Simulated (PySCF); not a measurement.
**A gas-phase reaction: AlH3S + H2 → AlH3 + H2S**

What reaction energy should one expect for `[AlH2][SH]` + `[H][H]` → `[AlH3]` + `S`?

Programs: PySCF 2.14.0. All values are calculated, for the isolated system unless a continuum is named. Atoms count from 0, parts from 1.

## (1) The system as given

Each species was relaxed by itself at PBE0-D3(BJ)/def2-SVPD.

## (2) Reaction energy: wB97M-D3(BJ)/def2-TZVPD

What the job is given:

```
{"job": {"kind": "react", "xc": "wB97M-D3(BJ)", "basis": "def2-TZVPD"}, "charge": 0, "multiplicity": 1}
-1 AlH3S charge 0 multiplicity 1
Al     0.421780     0.512110    -0.008930
S     -1.481350    -0.526080     0.338950
H      0.450760     2.049260     0.357550
H      1.641680    -0.308100    -0.594680
H     -1.032860    -1.727170    -0.092890

-1 H2 charge 0 multiplicity 1
H      0.380160    -0.010370     0.000490
H     -0.380160     0.010370    -0.000490

+1 AlH3 charge 0 multiplicity 1
Al    -0.000330     0.000160    -0.000320
H      0.151840     1.517190    -0.449630
H     -0.955690    -0.977070    -0.811950
H      0.802370    -0.539480     1.260970

+1 H2S charge 0 multiplicity 1
S     -0.008100     0.615460    -0.001060
H     -0.980740    -0.320700    -0.001670
H      0.969040    -0.316010     0.002120
```

Level: wB97M-D3(BJ)/def2-TZVPD reaction energy of separated species, gas phase.

Run with:

```
$ OMP_NUM_THREADS=1 python cluster_run.py task.json out
```

This one command runs all jobs of the session in turn.

What it wrote:

```text
species 1 (AlH3S)
coarse grid: 20088 points
cycle   1  E = -642.5280600970  dE = -1.684e-01  |g| = 2.594e-01  |ddm| = 1.539e+00
cycle   2  E = -642.5471115586  dE = -1.905e-02  |g| = 1.774e-01  |ddm| = 3.911e-01
cycle   3  E = -642.5548891739  dE = -7.778e-03  |g| = 2.245e-02  |ddm| = 1.790e-01
cycle   4  E = -642.5550998604  dE = -2.107e-04  |g| = 6.802e-03  |ddm| = 3.677e-02
cycle   5  E = -642.5551301731  dE = -3.031e-05  |g| = 1.531e-03  |ddm| = 1.342e-02
cycle   6  E = -642.5551319296  dE = -1.756e-06  |g| = 4.406e-04  |ddm| = 3.069e-03
final grid: 39752 points
cycle   7  E = -642.5551281176  dE = -1.494e-07  |g| = 2.527e-04  |ddm| = 1.707e-03
cycle   8  E = -642.5551281450  dE = -2.739e-08  |g| = 1.769e-04  |ddm| = 4.260e-04
cycle   9  E = -642.5551281526  dE = -7.627e-09  |g| = 3.643e-05  |ddm| = 1.793e-04
cycle  10  E = -642.5551281549  dE = -2.312e-09  |g| = 8.758e-06  |ddm| = 1.159e-04
cycle  11  E = -642.5551281550  dE = -6.526e-11  |g| = 2.284e-06  |ddm| = 1.743e-05
converged SCF energy = -642.5551281550

species 2 (H2)
coarse grid: 4944 points
cycle   1  E = -1.1694184231  dE = -2.751e-01  |g| = 9.865e-03  |ddm| = 4.504e-01
cycle   2  E = -1.1694526675  dE = -3.424e-05  |g| = 1.161e-03  |ddm| = 9.676e-03
cycle   3  E = -1.1694533497  dE = -6.822e-07  |g| = 1.815e-04  |ddm| = 1.918e-03
final grid: 10744 points
cycle   4  E = -1.1694519987  dE = -2.406e-08  |g| = 4.114e-05  |ddm| = 3.870e-04
cycle   5  E = -1.1694520000  dE = -1.270e-09  |g| = 9.627e-06  |ddm| = 9.174e-05
cycle   6  E = -1.1694520001  dE = -7.526e-11  |g| = 3.020e-07  |ddm| = 2.872e-05
converged SCF energy = -1.1694520001

species 3 (AlH3)
coarse grid: 13768 points
cycle   1  E = -244.2301462765  dE = -3.186e-01  |g| = 1.439e-01  |ddm| = 1.214e+00
cycle   2  E = -244.2376478056  dE = -7.502e-03  |g| = 5.496e-02  |ddm| = 1.630e-01
cycle   3  E = -244.2381282915  dE = -4.805e-04  |g| = 1.313e-02  |ddm| = 6.451e-02
cycle   4  E = -244.2381938820  dE = -6.559e-05  |g| = 2.179e-03  |ddm| = 2.252e-02
cycle   5  E = -244.2381976567  dE = -3.775e-06  |g| = 2.864e-04  |ddm| = 4.922e-03
final grid: 28008 points
cycle   6  E = -244.2382102371  dE = -7.155e-08  |g| = 1.460e-04  |ddm| = 5.682e-04
cycle   7  E = -244.2382102456  dE = -8.448e-09  |g| = 6.535e-05  |ddm| = 1.380e-04
cycle   8  E = -244.2382102466  dE = -9.935e-10  |g| = 1.601e-05  |ddm| = 4.292e-05
converged SCF energy = -244.2382102466

species 4 (H2S)
coarse grid: 11264 points
cycle   1  E = -399.4336012252  dE = -1.424e-01  |g| = 1.945e-01  |ddm| = 1.016e+00
cycle   2  E = -399.4459453348  dE = -1.234e-02  |g| = 1.106e-01  |ddm| = 2.399e-01
cycle   3  E = -399.4491446838  dE = -3.199e-03  |g| = 1.578e-02  |ddm| = 9.278e-02
cycle   4  E = -399.4492190260  dE = -7.434e-05  |g| = 4.851e-03  |ddm| = 1.790e-02
cycle   5  E = -399.4492312632  dE = -1.224e-05  |g| = 9.336e-04  |ddm| = 7.536e-03
cycle   6  E = -399.4492319944  dE = -7.312e-07  |g| = 1.776e-04  |ddm| = 2.124e-03
final grid: 22496 points
cycle   7  E = -399.4492195839  dE = -2.321e-08  |g| = 1.134e-04  |ddm| = 6.060e-04
cycle   8  E = -399.4492195869  dE = -2.970e-09  |g| = 6.804e-05  |ddm| = 1.498e-04
cycle   9  E = -399.4492195876  dE = -7.668e-10  |g| = 8.726e-06  |ddm| = 5.990e-05
converged SCF energy = -399.4492195876

Reaction energy = 23.710 kcal/mol
```

Run time: 7.5 s. Hardware: 1 thread of Arm Neoverse N1, shared host; peak memory 0.42 GiB.

Species by species (with the dispersion term, which the log's SCF energies lack):

| ν | species | energy (Eh) | HOMO (eV) |
| --- | --- | --- | --- |
| -1 | [AlH2][SH] | -642.55838 | -10.09 |
| -1 | [H][H] | -1.16967 | -14.48 |
| +1 | [AlH3] | -244.23970 | -10.90 |
| +1 | S | -399.45056 | -9.89 |

## (3) Reaction energy: PBE0-D3(BJ)/def2-TZVPD

Settings changed since step 2:

```diff
@@ -1,2 +1,2 @@
-{"job": {"kind": "react", "xc": "wB97M-D3(BJ)", "basis": "def2-TZVPD"}, "charge": 0, "multiplicity": 1}
+{"job": {"kind": "react", "xc": "PBE0", "basis": "def2-TZVPD", "disp": "d3bj"}, "charge": 0, "multiplicity": 1}
 -1 AlH3S charge 0 multiplicity 1
```

Method: PBE0-D3(BJ)/def2-TZVPD reaction energy of separated species, gas phase.

What it wrote:

```text
species 1 (AlH3S)
coarse grid: 5112 points
cycle   1  E = -642.1923419316  dE = -1.262e-01  |g| = 2.401e-01  |ddm| = 1.599e+00
cycle   2  E = -642.1904956983  dE =  1.846e-03  |g| = 2.655e-01  |ddm| = 4.905e-01
cycle   3  E = -642.2110452921  dE = -2.055e-02  |g| = 2.940e-02  |ddm| = 2.792e-01
cycle   4  E = -642.2112213434  dE = -1.761e-04  |g| = 6.176e-03  |ddm| = 2.504e-02
cycle   5  E = -642.2112305421  dE = -9.199e-06  |g| = 2.257e-03  |ddm| = 6.817e-03
final grid: 39752 points
cycle   6  E = -642.2123538320  dE = -8.402e-06  |g| = 4.931e-03  |ddm| = 2.217e-02
cycle   7  E = -642.2123536397  dE =  1.923e-07  |g| = 4.370e-03  |ddm| = 7.221e-03
cycle   8  E = -642.2123579926  dE = -4.353e-06  |g| = 4.385e-04  |ddm| = 4.045e-03
cycle   9  E = -642.2123580575  dE = -6.482e-08  |g| = 9.375e-05  |ddm| = 4.329e-04
cycle  10  E = -642.2123580600  dE = -2.549e-09  |g| = 1.392e-05  |ddm| = 8.865e-05
cycle  11  E = -642.2123580601  dE = -5.616e-11  |g| = 6.530e-06  |ddm| = 1.486e-05
converged SCF energy = -642.2123580601

species 2 (H2)
coarse grid: 1240 points
cycle   1  E = -1.1670615613  dE = -2.327e-01  |g| = 2.266e-02  |ddm| = 4.588e-01
cycle   2  E = -1.1672489998  dE = -1.874e-04  |g| = 3.233e-03  |ddm| = 1.896e-02
cycle   3  E = -1.1672534557  dE = -4.456e-06  |g| = 9.769e-05  |ddm| = 2.761e-03
final grid: 10744 points
cycle   4  E = -1.1681371169  dE = -1.929e-06  |g| = 2.740e-04  |ddm| = 1.571e-03
cycle   5  E = -1.1681371452  dE = -2.827e-08  |g| = 3.988e-05  |ddm| = 2.445e-04
cycle   6  E = -1.1681371458  dE = -6.315e-10  |g| = 1.262e-06  |ddm| = 3.103e-05
converged SCF energy = -1.1681371458

species 3 (AlH3)
coarse grid: 3488 points
cycle   1  E = -244.0731861174  dE = -2.687e-01  |g| = 1.445e-01  |ddm| = 1.263e+00
cycle   2  E = -244.0784020788  dE = -5.216e-03  |g| = 6.652e-02  |ddm| = 1.915e-01
cycle   3  E = -244.0791195220  dE = -7.174e-04  |g| = 1.042e-02  |ddm| = 7.824e-02
cycle   4  E = -244.0791300065  dE = -1.048e-05  |g| = 1.142e-03  |ddm| = 4.648e-03
cycle   5  E = -244.0791304773  dE = -4.708e-07  |g| = 1.304e-04  |ddm| = 1.823e-03
final grid: 28008 points
cycle   6  E = -244.0789169745  dE = -1.066e-06  |g| = 2.795e-04  |ddm| = 5.910e-03
cycle   7  E = -244.0789169877  dE = -1.324e-08  |g| = 9.742e-05  |ddm| = 2.871e-04
cycle   8  E = -244.0789169889  dE = -1.221e-09  |g| = 3.701e-06  |ddm| = 9.817e-05
cycle   9  E = -244.0789169890  dE = -9.038e-12  |g| = 6.309e-07  |ddm| = 8.103e-06
converged SCF energy = -244.0789169890

species 4 (H2S)
coarse grid: 2864 points
cycle   1  E = -399.2518632063  dE = -9.250e-02  |g| = 1.630e-01  |ddm| = 1.023e+00
cycle   2  E = -399.2538574384  dE = -1.994e-03  |g| = 1.600e-01  |ddm| = 2.978e-01
cycle   3  E = -399.2614717330  dE = -7.614e-03  |g| = 1.497e-02  |ddm| = 1.477e-01
cycle   4  E = -399.2614863448  dE = -1.461e-05  |g| = 1.103e-03  |ddm| = 5.881e-03
cycle   5  E = -399.2614867252  dE = -3.803e-07  |g| = 6.136e-04  |ddm| = 1.717e-03
final grid: 22496 points
cycle   6  E = -399.2625174495  dE = -7.085e-06  |g| = 4.896e-03  |ddm| = 1.692e-02
cycle   7  E = -399.2625180823  dE = -6.328e-07  |g| = 3.960e-03  |ddm| = 6.698e-03
cycle   8  E = -399.2625210149  dE = -2.933e-06  |g| = 2.911e-04  |ddm| = 3.504e-03
cycle   9  E = -399.2625210426  dE = -2.777e-08  |g| = 3.582e-05  |ddm| = 2.357e-04
cycle  10  E = -399.2625210430  dE = -3.621e-10  |g| = 6.382e-06  |ddm| = 2.918e-05
converged SCF energy = -399.2625210430

Reaction energy = 25.123 kcal/mol
```

It took 3.5 s on 1 thread of Arm Neoverse N1, shared host; peak memory 0.42 GiB.

Reaction energy at this level: 25.12 kcal/mol.

## (4) Energies of the species: MP2/def2-TZVPD

Settings changed since step 3:

```diff
@@ -1,2 +1,2 @@
-{"job": {"kind": "react", "xc": "PBE0", "basis": "def2-TZVPD", "disp": "d3bj"}, "charge": 0, "multiplicity": 1}
+{"job": {"kind": "react", "xc": "MP2", "basis": "def2-TZVPD"}, "charge": 0, "multiplicity": 1}
 -1 AlH3S charge 0 multiplicity 1
```

With the program's defaults for keys left out, this is: MP2/def2-TZVPD reaction energy of separated species, gas phase.

What it wrote:

```text
species 1 (AlH3S)
final grid: 39752 points
cycle   1  E = -641.2147208489  dE = -2.206e-01  |g| = 2.621e-01  |ddm| = 1.504e+00
cycle   2  E = -641.2446716175  dE = -2.995e-02  |g| = 1.014e-01  |ddm| = 3.331e-01
cycle   3  E = -641.2481096437  dE = -3.438e-03  |g| = 2.951e-02  |ddm| = 1.343e-01
cycle   4  E = -641.2486318415  dE = -5.222e-04  |g| = 6.920e-03  |ddm| = 5.327e-02
cycle   5  E = -641.2486662389  dE = -3.440e-05  |g| = 1.985e-03  |ddm| = 1.101e-02
cycle   6  E = -641.2486700122  dE = -3.773e-06  |g| = 5.547e-04  |ddm| = 3.451e-03
cycle   7  E = -641.2486702909  dE = -2.787e-07  |g| = 7.214e-05  |ddm| = 1.303e-03
cycle   8  E = -641.2486702943  dE = -3.413e-09  |g| = 1.646e-05  |ddm| = 1.243e-04
cycle   9  E = -641.2486702945  dE = -2.109e-10  |g| = 3.507e-06  |ddm| = 3.015e-05
converged SCF energy = -641.2486702945

species 2 (H2)
final grid: 10744 points
cycle   1  E = -1.1312980552  dE = -3.213e-01  |g| = 4.426e-02  |ddm| = 4.479e-01
cycle   2  E = -1.1322328423  dE = -9.348e-04  |g| = 7.183e-03  |ddm| = 3.751e-02
cycle   3  E = -1.1322675424  dE = -3.470e-05  |g| = 8.111e-04  |ddm| = 1.078e-02
cycle   4  E = -1.1322679574  dE = -4.150e-07  |g| = 2.771e-05  |ddm| = 1.627e-03
cycle   5  E = -1.1322679579  dE = -4.855e-10  |g| = 2.610e-06  |ddm| = 6.834e-05
converged SCF energy = -1.1322679579

species 3 (AlH3)
final grid: 28008 points
cycle   1  E = -243.6256336807  dE = -3.929e-01  |g| = 1.700e-01  |ddm| = 1.185e+00
cycle   2  E = -243.6403163742  dE = -1.468e-02  |g| = 4.587e-02  |ddm| = 2.256e-01
cycle   3  E = -243.6414091765  dE = -1.093e-03  |g| = 1.268e-02  |ddm| = 1.203e-01
cycle   4  E = -243.6414584448  dE = -4.927e-05  |g| = 1.261e-03  |ddm| = 2.522e-02
cycle   5  E = -243.6414595936  dE = -1.149e-06  |g| = 1.120e-04  |ddm| = 4.843e-03
cycle   6  E = -243.6414595992  dE = -5.646e-09  |g| = 9.419e-06  |ddm| = 2.406e-04
cycle   7  E = -243.6414595993  dE = -4.638e-11  |g| = 6.966e-07  |ddm| = 4.291e-05
converged SCF energy = -243.6414595993

species 4 (H2S)
final grid: 22496 points
cycle   1  E = -398.6881059803  dE = -1.695e-01  |g| = 2.014e-01  |ddm| = 9.977e-01
cycle   2  E = -398.7050961124  dE = -1.699e-02  |g| = 7.023e-02  |ddm| = 1.849e-01
cycle   3  E = -398.7068536702  dE = -1.758e-03  |g| = 2.154e-02  |ddm| = 5.635e-02
cycle   4  E = -398.7071964733  dE = -3.428e-04  |g| = 6.311e-03  |ddm| = 2.471e-02
cycle   5  E = -398.7072258872  dE = -2.941e-05  |g| = 1.395e-03  |ddm| = 9.170e-03
cycle   6  E = -398.7072273687  dE = -1.482e-06  |g| = 3.129e-04  |ddm| = 2.398e-03
cycle   7  E = -398.7072274544  dE = -8.569e-08  |g| = 5.003e-05  |ddm| = 6.832e-04
cycle   8  E = -398.7072274567  dE = -2.250e-09  |g| = 1.186e-05  |ddm| = 9.128e-05
cycle   9  E = -398.7072274568  dE = -1.245e-10  |g| = 1.950e-06  |ddm| = 2.073e-05
converged SCF energy = -398.7072274568

Reaction energy = 27.402 kcal/mol
```

It took 1.7 s on 1 thread of Arm Neoverse N1, shared host; peak memory 0.43 GiB.

Reaction energy at this level: 27.40 kcal/mol.

## (5) Side by side

Energies in kcal/mol, with wall time:

| run | reaction | time |
| --- | --- | --- |
| wB97M-D3(BJ)/def2-TZVPD | 23.71 | 7.5 s |
| PBE0-D3(BJ)/def2-TZVPD | 25.12 | 3.5 s |
| MP2/def2-TZVPD | 27.40 | 1.7 s |

## (6) Outcome

| quantity | value |
| --- | --- |
| reaction energy (wB97M-D3(BJ)/def2-TZVPD) | 23.71 kcal/mol |
| ΔH, ΔG at 298 K (xTB thermal terms) | +25.2, +24.2 kcal/mol |
| range of the reaction energy over the runs of this table | 23.71 to 27.40 kcal/mol |

The reaction is endothermic by 25.2 kcal/mol in the gas phase; dispersion gives +0.40, and xTB itself gave 6.81 for the electronic energy (xTB energies and thermal terms come from the earlier relaxation of each species, not shown). No barrier was sought. xTB and this level differ widely in the electronic energy, so what comes from xTB (the thermal terms above all) is less safe here. The reaction energy runs from 23.71 (wB97M-D3(BJ)/def2-TZVPD) to 27.40 kcal/mol (MP2/def2-TZVPD).
